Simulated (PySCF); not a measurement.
# CH3BFNO (SMILES NC1(F)BO1) at CCSD(T)/6-31G(d) (spherical functions)

What is the energy change on altering one bond length of CH3BFNO at CCSD(T)/6-31G* (spherical functions)? 

The calculation is run with PySCF 2.14.0.

1 further run of the same task is left out (set aside as unsound or not needed).

### Step 1. The molecule

The species is CH3BFNO (8 atoms), meant as a singlet with charge 0. As SMILES, `NC1(F)BO1`. The coordinates come from a PBE0-D4/def2-TZVP relaxation. This is one conformer, not always the lowest.

Bond lengths: N1–C2 1.387 Å, C2–F3 1.372 Å, C2–B4 1.510 Å, C2–O5 1.462 Å, B4–O5 1.335 Å, N1–H6 1.009 Å, N1–H7 1.013 Å, B4–H8 1.182 Å. Some angles: N1–C2–F3 113.8°, N1–C2–B4 127.1°, N1–C2–O5 115.3°, F3–C2–B4 118.6°, F3–C2–O5 108.3°, B4–C2–O5 53.3°, C2–B4–O5 61.5°, C2–O5–B4 65.2°, C2–N1–H6 112.2°, C2–N1–H7 112.6°.

### Step 2. The energy at CCSD(T)/6-31G(d) (spherical functions)

Contents of job.py:

```python
from pyscf import gto, scf, cc

mol = gto.Mole()
mol.atom = '''
N       -0.431000       1.148400       0.184600
C        0.054100      -0.061200      -0.289600
F        0.122100      -0.132700      -1.658300
B        0.337600      -1.307200       0.515100
O        1.346900      -0.473000       0.255300
H       -1.439500       1.170100       0.211400
H       -0.075300       1.941600      -0.336200
H        0.177200      -2.343100       1.061900
'''
mol.verbose = 3
mol.spin = 0
mol.max_memory = 1860
mol.basis = '6-31g*'
mol.charge = 0
mol.build()

myscf = scf.RHF(mol)
myscf.conv_tol = 1e-10
myscf.kernel()
if not myscf.converged:
    myscf = myscf.newton().run(myscf.mo_coeff, myscf.mo_occ)

mycc = cc.CCSD(myscf, frozen=5)
mycc.kernel()
e_t = mycc.ccsd_t()
etot = mycc.e_tot + e_t
print('E(%s) = %.9f' % ('CCSD(T)', etot))
```

Launch:

```console
$ OMP_NUM_THREADS=1 python job.py
```

The program printed:

```text
converged SCF energy = -293.024628490669
E(CCSD) = -293.7551747918474  E_corr = -0.7305463011783941
CCSD(T) correction = -0.0207884507736254
E(CCSD(T)) = -293.775963243
```

It took 18 s on 1 thread of Intel Xeon at 2.70GHz, shared host; peak memory 0.34 GiB.

### Step 3. The distorted shape, same level

Contents of start.xyz:

```xyz
8
CH3BFNO
N     -0.503778     1.329872     0.255742
C      0.054100    -0.061200    -0.289600
F      0.122100    -0.132700    -1.658300
B      0.337600    -1.307200     0.515100
O      1.346900    -0.473000     0.255300
H     -1.512278     1.351572     0.282542
H     -0.148078     2.123072    -0.265058
H      0.177200    -2.343100     1.061900
```

Contents of run.py:

```python
from pyscf import gto, scf, cc

mol = gto.M(
    atom='start.xyz',
    charge=0,
    max_memory=1860,
    verbose=3,
    basis='6-31g*',
)

mf = scf.RHF(mol)
mf.conv_tol = 1e-10
mf.kernel()
if not mf.converged:
    mf = mf.newton().run(mf.mo_coeff, mf.mo_occ)

mycc = cc.CCSD(mf, frozen=5)
mycc.kernel()
e_t = mycc.ccsd_t()
e_tot = mycc.e_tot + e_t
print('E(%s) = %.9f' % ('CCSD(T)', e_tot))
```

Launch:

```console
$ OMP_NUM_THREADS=1 python run.py
```

The program printed:

```text
converged SCF energy = -292.999931156877
E(CCSD) = -293.7354844878946  E_corr = -0.7355533310178588
CCSD(T) correction = -0.0217666263064271
E(CCSD(T)) = -293.757251114
```

It took 14 s on 1 thread of Intel Xeon at 2.70GHz, shared host; peak memory 0.34 GiB.

### Step 4. Results

Level: CCSD(T)/6-31G* (spherical functions), 5 core orbitals frozen.

| quantity | value |
| --- | --- |
| first shape: total energy | -293.77596 Eh |
| first shape: dipole moment (Hartree–Fock density) | 2.41 D |
| first shape: HOMO energy (Hartree–Fock orbitals) | -11.49 eV |
| first shape: LUMO energy (Hartree–Fock orbitals) | 3.64 eV |
| first shape: HOMO–LUMO gap (Hartree–Fock orbitals) | 15.13 eV |
| first shape: correlation energy (5 core orbitals frozen) | -751.3 mEh |
| first shape: (T) correction | -20.79 mEh |
| first shape: T1 diagnostic | 0.016 |
| distorted shape: total energy | -293.75725 Eh |
| distorted shape: dipole moment (Hartree–Fock density) | 2.18 D |
| distorted shape: HOMO energy (Hartree–Fock orbitals) | -11.55 eV |
| distorted shape: LUMO energy (Hartree–Fock orbitals) | 3.47 eV |
| distorted shape: HOMO–LUMO gap (Hartree–Fock orbitals) | 15.02 eV |
| distorted shape: correlation energy (5 core orbitals frozen) | -757.3 mEh |
| distorted shape: (T) correction | -21.77 mEh |
| distorted shape: T1 diagnostic | 0.016 |
| energy change with the N1–C2 bond stretched from 1.387 to 1.595 Å | 0.509 eV |

In words: With the N1–C2 bond stretched from 1.387 to 1.595 Å the energy rises by 0.51 eV (11.7 kcal/mol). The first shape isn't relaxed at this level, so the change isn't measured from a minimum. The triples (first shape) make up 2.8 % of the correlation energy. The triples (distorted shape) make up 2.9 % of the correlation energy.
